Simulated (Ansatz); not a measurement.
# BN: the cost of one run

Computed with Ansatz 0.2.0 (DFT PBE, scalar-relativistic, plane waves, PAW, unless a step's input says otherwise).

2 further runs of the same task are left out: 2 that didn't finish.

## 1. Starting point

Symmetry: P6_3mc, No. 186, hexagonal system. The conventional cell has a = 2.554 Å, b = 2.554 Å, c = 4.227 Å, α = 90.00°, β = 90.00°, γ = 120.00°. B (site symmetry 3m) has 4 N at 1.57 to 1.58 Å as nearest neighbours. N (site symmetry 3m) is surrounded by 4 B at 1.57 to 1.58 Å.

Coordinates:

```
B N
1.0
    -2.55394    0.00000    0.00000
     1.27697   -2.21178    0.00000
     0.00000    0.00000   12.68056
B N
6 6
Direct
  0.33333 0.66667 0.33324
  0.33333 0.66667 0.66657
  0.33333 0.66667 0.99991
  0.66667 0.33333 0.16657
  0.66667 0.33333 0.49991
  0.66667 0.33333 0.83324
  0.33333 0.66667 0.20843
  0.33333 0.66667 0.54176
  0.33333 0.66667 0.87509
  0.66667 0.33333 0.04176
  0.66667 0.33333 0.37509
  0.66667 0.33333 0.70843
```

It goes back to an entry of the Materials Project, which need not be the stable form.

No relaxation comes first: the listed cell is the starting point.

## 2. The reference: the undisturbed cell on the scan's mesh

input.yaml

```yaml
crystal:
  lattice:
    - [-2.5539396017, 0.0, 0.0]
    - [1.2769698009, -2.2117765748, 0.0]
    - [0.0, 0.0, 12.680565]
  atoms:
    - { symbol: B, position: [0.3333333333, 0.6666666667, 0.3332413333] }
    - { symbol: B, position: [0.3333333333, 0.6666666667, 0.6665746667] }
    - { symbol: B, position: [0.3333333333, 0.6666666667, 0.999908] }
    - { symbol: B, position: [0.6666666667, 0.3333333333, 0.1665746667] }
    - { symbol: B, position: [0.6666666667, 0.3333333333, 0.499908] }
    - { symbol: B, position: [0.6666666667, 0.3333333333, 0.8332413333] }
    - { symbol: "N", position: [0.3333333333, 0.6666666667, 0.2084253333] }
    - { symbol: "N", position: [0.3333333333, 0.6666666667, 0.5417586667] }
    - { symbol: "N", position: [0.3333333333, 0.6666666667, 0.875092] }
    - { symbol: "N", position: [0.6666666667, 0.3333333333, 0.0417586667] }
    - { symbol: "N", position: [0.6666666667, 0.3333333333, 0.375092] }
    - { symbol: "N", position: [0.6666666667, 0.3333333333, 0.7084253333] }
basis:
  ecutwfc: 420
kpoints:
  mp_grid: { grid: [10, 10, 2] }
hamiltonian:
  xc: pbe
scf:
  occupations: { method: gaussian, width: 0.05 }
output:
  forces: true
  stress: true
  eigenvalues: true
```

Launch:

```
ansatz run input.yaml --threads 2 --pin off --max-ram 5120MiB --backend cpu --events-out ev --progress --plain --runs-dir out
```

**Question.** How long does this run take on 2 threads of Arm Neoverse V2, shared host, and how much memory does it need?

About 2.9 s, with a peak of 0.32 GiB.
